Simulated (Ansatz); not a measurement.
# CH5ClMgO: the cost of one run

Program: Ansatz 0.2.0. Level of theory: RKS PBE-D4/6-31G*. These are calculated values, not measurements.

### Step 1. The starting structure

Bond lengths: Mg1–Cl2 2.839 Å, Mg1–C3 2.082 Å, Mg1–O5 2.417 Å, C3–H6 1.084 Å, C3–H7 1.086 Å, C3–H8 1.085 Å, O5–H9 0.955 Å. Angles: Cl2–Mg1–C3 167.9°, Cl2–Mg1–O5 68.2°, C3–Mg1–O5 112.0°, Mg1–C3–H6 115.3°, Mg1–C3–H7 105.9°, Mg1–C3–H8 107.2°, H6–C3–H7 109.8°, H6–C3–H8 109.7°, H7–C3–H8 108.8°, Mg1–O5–H9 143.0°.

Structure file:

```xyz
9

Mg   -0.7920    0.1363   -0.0703
Cl   -1.7627   -1.2166   -2.3700
C     0.0493    1.4306    1.3270
H    -0.1474   -1.5031   -1.7488
O     0.8286   -1.4308   -0.9430
H    -0.6339    2.1518    1.7609
H     0.8500    1.9495    0.8082
H     0.4808    0.8180    2.1121
H     1.1273   -2.3357   -0.8761
```

### Step 2. A restrained relaxation towards end A

Springs on the bonds that form and break draw the guess towards this end; the thresholds are loose.

input.yaml

```yaml
crystal:
  periodic: [false, false, false]
  atoms:
    - { symbol: Mg, position_ang: [-0.792, 0.1363, -0.0703] }
    - { symbol: Cl, position_ang: [-1.7627, -1.2166, -2.37] }
    - { symbol: C, position_ang: [0.0493, 1.4306, 1.327] }
    - { symbol: H, position_ang: [-0.1474, -1.5031, -1.7488] }
    - { symbol: O, position_ang: [0.8286, -1.4308, -0.943] }
    - { symbol: H, position_ang: [-0.6339, 2.1518, 1.7609] }
    - { symbol: H, position_ang: [0.85, 1.9495, 0.8082] }
    - { symbol: H, position_ang: [0.4808, 0.818, 2.1121] }
    - { symbol: H, position_ang: [1.1273, -2.3357, -0.8761] }
basis:
  gaussian: { orbitals: "6-31G*" }
hamiltonian:
  xc: pbe
  dispersion: d4
relax:
  f_tol: 0.15
  max_steps: 25
  restrain:
    - { distance: [0, 4], at: 3.37, k: 30.0 }
    - { distance: [3, 1], at: 2.63, k: 30.0 }
    - { distance: [0, 1], at: 2.43, k: 30.0 }
    - { distance: [3, 4], at: 0.97, k: 30.0 }
```

On the command line:

```console
> ansatz run input.yaml --threads 2 --pin off --max-ram 3072MiB --backend cpu --events-out ev --progress --plain --runs-dir out
```

Q: Estimate wall time and peak memory on 2 threads of Intel Xeon 6975P-C (Granite Rapids), shared host.

About 6.8 s, with a peak of 0.18 GiB.
